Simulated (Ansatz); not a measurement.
**C₂H₄BN: up Jacob's ladder to CCSD(T)**

One table from this session's results is given with a row withheld; the runs are named, their logs left out.

Program: Ansatz 0.2.0, Gaussian basis. Level of theory: functionals in def2-TZVPP, the program's frozen cores in correlated methods. These are calculated values, not measurements.

The runs, in order: LDA (SPW92), PBE-D4, revPBE-D4, BLYP-D4, r2SCAN-D4, B97M-V, PBE0-D4, B3LYP-D4, r2SCANh-D4, r2SCAN0-D4, HSE06-D4, BHLYP-D4, CAM-B3LYP-D4, LC-ωPBE, ωB97X-V, ωB97M-V, B2PLYP, PBE-QIDH; CCSD(T)/def2-SVP; CCSD(T)/def2-TZVPP; MP2/def2-QZVPP; extrapolation to the limit; RPA on PBE.

1 further run of the same task is left out (it didn't finish).

**Structure used throughout**

The geometry comes from an earlier relaxation with PBE0-D4 in a triple-zeta def2 set; it is a stationary point, not always the lowest conformer.

SMILES `BC1C=N1`, 8 atoms, charge 0, spin multiplicity 1.

Atoms are counted from 1 here; the program's logs count them from 0.

Bond lengths: B1–C2 1.521 Å, B1–H5 1.197 Å, B1–H6 1.196 Å, C2–C3 1.480 Å, C2–N4 1.594 Å, C2–H7 1.088 Å, C3–N4 1.229 Å, C3–H8 1.082 Å. Angles: C2–B1–H5 120.4°, C2–B1–H6 119.5°, H5–B1–H6 120.1°, B1–C2–C3 120.1°, B1–C2–N4 118.3°, B1–C2–H7 121.9°, C3–C2–N4 46.9°, C3–C2–H7 114.7°, N4–C2–H7 112.2°, C2–C3–N4 71.4°, C2–C3–H8 146.9°, N4–C3–H8 141.7°, C2–N4–C3 61.7°.

The first run:

File in.yaml:

```yaml
crystal:
  periodic: [false, false, false]
  atoms:
    - {symbol: B, position_ang: [-0.430688, 1.153240, -0.281024]}
    - {symbol: C, position_ang: [0.523561, -0.024067, -0.147532]}
    - {symbol: C, position_ang: [0.032274, -1.325315, 0.357880]}
    - {symbol: N, position_ang: [0.630241, -0.752965, 1.265680]}
    - {symbol: H, position_ang: [-0.290674, 1.948458, -1.164192]}
    - {symbol: H, position_ang: [-1.339528, 1.265661, 0.488631]}
    - {symbol: H, position_ang: [1.454562, -0.075440, -0.707851]}
    - {symbol: H, position_ang: [-0.487749, -2.246672, 0.132409]}
basis:
  gaussian: {orbitals: def2-TZVPP}
hamiltonian: {xc: lda}
output: {orbitals: {seedname: orbitals}}
```

The run is started by

```bash
$ ansatz run in.yaml --threads 2 --pin off --events-out ev --progress --plain --max-ram 4352MiB
```

Steps of the session up to this table: LDA; PBE-D4 (GGA); revPBE-D4 (GGA); BLYP-D4 (GGA); r2SCAN-D4 (meta-GGA); B97M-V (meta-GGA); PBE0-D4 (hybrid); B3LYP-D4 (hybrid); r2SCANh-D4 (hybrid); r2SCAN0-D4 (hybrid); HSE06-D4 (hybrid); BHLYP-D4 (hybrid); CAM-B3LYP-D4 (range-separated); LC-ωPBE (range-separated); ωB97X-V (range-separated); ωB97M-V (range-separated); B2PLYP (double hybrid); PBE-QIDH (double hybrid).

One table of the session follows, with a row left open; its other results are not shown here.

```
  functional  HOMO (eV)  LUMO (eV)  gap (eV)
 LDA (SPW92)      -7.29      -3.00      4.28
      PBE-D4      -7.11      -2.73      4.39
   revPBE-D4      -7.05      -2.62      4.43
     BLYP-D4      -6.96      -2.59      4.37
   r2SCAN-D4      -7.31      -2.41      4.90
      B97M-V      -7.41      -2.44      4.97
     PBE0-D4      -8.32      -1.73      6.59
    B3LYP-D4      -8.08      -1.96      6.12
  r2SCANh-D4          ?          ?         ?
  r2SCAN0-D4      -8.46      -1.54      6.92
    HSE06-D4      -7.92      -2.11      5.80
    BHLYP-D4      -9.38      -0.70      8.67
CAM-B3LYP-D4      -9.64      -0.65      8.99
     LC-ωPBE     -10.99       0.54     11.54
     ωB97X-V     -10.62       0.46     11.08
     ωB97M-V     -10.54       0.24     10.77
```

Q: Estimate the row for r2SCANh-D4 from the others.

Worked estimate for «HOMO (eV)». Against the share of exact exchange, r2SCAN-D4 (0, -7.31), r2SCAN0-D4 (0.25, -8.46) give a slope of -4.60 per unit share; at 0.1 the line stands at -7.77.

The run gave: HOMO (eV): -7.77; LUMO (eV): -2.06; gap (eV): 5.71. In «HOMO (eV)» the line misses by 0.00.
